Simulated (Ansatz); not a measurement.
# C₂H₄F₂Si: one species, many methods

The task here is to estimate one member of a computed series from the others.

Method: functionals in def2-TZVPP, the program's frozen cores in correlated methods; program: Ansatz 0.2.0, Gaussian basis.

Plan: LDA (SPW92), PBE-D4, revPBE-D4, BLYP-D4, r2SCAN-D4, B97M-V, PBE0-D4, B3LYP-D4, r2SCANh-D4, r2SCAN0-D4, HSE06-D4, BHLYP-D4, CAM-B3LYP-D4, LC-ωPBE, ωB97X-V, ωB97M-V, B2PLYP, PBE-QIDH; CCSD(T)/def2-SVP; CCSD(T)/def2-TZVPP; MP2/def2-QZVPP; extrapolation to the limit; RPA on PBE.

### The geometry

An earlier PBE0-D4 in a triple-zeta def2 set relaxation fixed the geometry.

9 atoms, charge 0, spin multiplicity 1.

Atoms are counted from 1 here; the program's logs count them from 0.

Bond lengths: F1–Si2 1.613 Å, Si2–F3 1.613 Å, C4–C5 1.330 Å, C4–H6 1.085 Å, C4–H7 1.085 Å, C5–H8 1.084 Å, C5–H9 1.084 Å. Angles: F1–Si2–F3 100.1°, C5–C4–H6 121.7°, C5–C4–H7 121.7°, H6–C4–H7 116.6°, C4–C5–H8 121.5°, C4–C5–H9 121.5°, H8–C5–H9 116.9°.

Set-up of the first run:

File in.yaml:

```yaml
crystal:
  periodic: [false, false, false]
  atoms:
    - {symbol: F, position_ang: [0.996334, 1.079865, -1.872730]}
    - {symbol: Si, position_ang: [0.833993, 1.712682, -0.398484]}
    - {symbol: F, position_ang: [2.111211, 1.055285, 0.334136]}
    - {symbol: C, position_ang: [-1.050628, -0.168779, 0.529725]}
    - {symbol: C, position_ang: [-0.226421, -1.123564, 0.106713]}
    - {symbol: H, position_ang: [-1.008771, 0.210877, 1.545109]}
    - {symbol: H, position_ang: [-1.836084, 0.227710, -0.104914]}
    - {symbol: H, position_ang: [-0.279561, -1.511775, -0.903985]}
    - {symbol: H, position_ang: [0.548426, -1.528703, 0.747430]}
basis:
  gaussian: {orbitals: def2-TZVPP}
hamiltonian: {xc: lda}
output: {orbitals: {seedname: orbitals}}
```

Started as:

```sh
ansatz run in.yaml --threads 2 --pin off --events-out ev --progress --plain --max-ram 4352MiB
```

Steps of the session up to this table: LDA; PBE-D4 (GGA); revPBE-D4 (GGA); BLYP-D4 (GGA); r2SCAN-D4 (meta-GGA); B97M-V (meta-GGA); B3LYP-D4 (hybrid); r2SCANh-D4 (hybrid); r2SCAN0-D4 (hybrid); HSE06-D4 (hybrid); BHLYP-D4 (hybrid); CAM-B3LYP-D4 (range-separated); LC-ωPBE (range-separated); ωB97X-V (range-separated); ωB97M-V (range-separated); B2PLYP (double hybrid); PBE-QIDH (double hybrid).

One of the session's tables, all rows but one given; the rest of the session is left out.

It belongs to the step «Orbital energies across the functionals». 

| functional | HOMO (eV) | LUMO (eV) | gap (eV) |
| --- | --- | --- | --- |
| LDA (SPW92) | -6.31 | -2.73 | 3.58 |
| PBE-D4 | -6.15 | -2.50 | 3.65 |
| revPBE-D4 | -6.08 | -2.41 | 3.67 |
| BLYP-D4 | -6.04 | -2.35 | 3.69 |
| r2SCAN-D4 | -6.33 | -2.36 | 3.97 |
| B97M-V | ? | ? | ? |
| PBE0-D4 | -7.26 | -1.63 | 5.63 |
| B3LYP-D4 | -7.09 | -1.82 | 5.27 |
| r2SCANh-D4 | -6.75 | -2.04 | 4.71 |
| r2SCAN0-D4 | -7.37 | -1.55 | 5.82 |
| HSE06-D4 | -6.86 | -2.00 | 4.85 |
| BHLYP-D4 | -8.26 | -0.65 | 7.62 |
| CAM-B3LYP-D4 | -8.58 | -0.52 | 8.06 |
| LC-ωPBE | -9.85 | 0.59 | 10.43 |
| ωB97X-V | -9.50 | 0.52 | 10.02 |
| ωB97M-V | -9.37 | 0.43 | 9.80 |

Q: Estimate the row for B97M-V from the others.

**Answer.** HOMO (eV): -6.41; LUMO (eV): -2.28; gap (eV): 4.13. In the column «HOMO (eV)» it lies between r2SCANh-D4 (-6.75) and r2SCAN-D4 (-6.33).
